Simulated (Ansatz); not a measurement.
# TaRu: the cost of one run

Program: Ansatz 0.2.0. Level of theory: DFT PBEsol, scalar-relativistic, plane waves, PAW. These are calculated values, not measurements.

## Step 1: The starting structure

It takes space group Pm-3m (No. 221, cubic). The conventional cell has a = 3.187 Å, b = 3.187 Å, c = 3.187 Å, α = 90.00°, β = 90.00°, γ = 90.00°. Around Ta (site symmetry m-3m) lie 8 Ru at 2.76 Å. Around Ru (site symmetry m-3m) lie 8 Ta at 2.76 Å.

Coordinates:

```
Ta Ru
1.0
     3.18700    0.00000    0.00000
     0.00000    3.18700    0.00000
     0.00000    0.00000    3.18700
Ta Ru
1 1
Direct
  0.50000 0.50000 0.50000
  0.00000 0.00000 0.00000
```

No relaxation comes first: the listed cell is the starting point.

## Step 2: The reference cell

Reference values: F = -15623.4839 eV; pressure -10.98 GPa; largest force 0.000 eV/Å; gap on the mesh none (metal). It was computed beforehand with the settings of the runs below.

## Step 3: Next: a two-dimensional strain map

The cell is strained by p along both x and y and by q along z, with fractional coordinates fixed.

## Step 4: At p = -0.080, q = -0.080

The input, input.yaml:

```yaml
crystal:
  lattice:
    - [2.93204, 0.0, 0.0]
    - [0.0, 2.93204, 0.0]
    - [0.0, 0.0, 2.93204]
  atoms:
    - { symbol: Ta, position: [0.5, 0.5, 0.5] }
    - { symbol: Ru, position: [0.0, 0.0, 0.0] }
basis:
  ecutwfc: 420
kpoints:
  mp_grid: { grid: [16, 16, 16] }
hamiltonian:
  xc: pbesol
scf:
  occupations: { method: gaussian, width: 0.15 }
output:
  forces: true
  stress: true
  eigenvalues: true
```

On the command line:

```
$ ansatz run input.yaml --threads 1 --pin off --max-ram 2560MiB --backend cpu --events-out ev --progress --plain --runs-dir out
```

Q: Estimate wall time and peak memory on 1 thread of AMD EPYC 9R45 (Zen 5), shared host.

About 1.5 s, with a peak of 0.39 GiB.
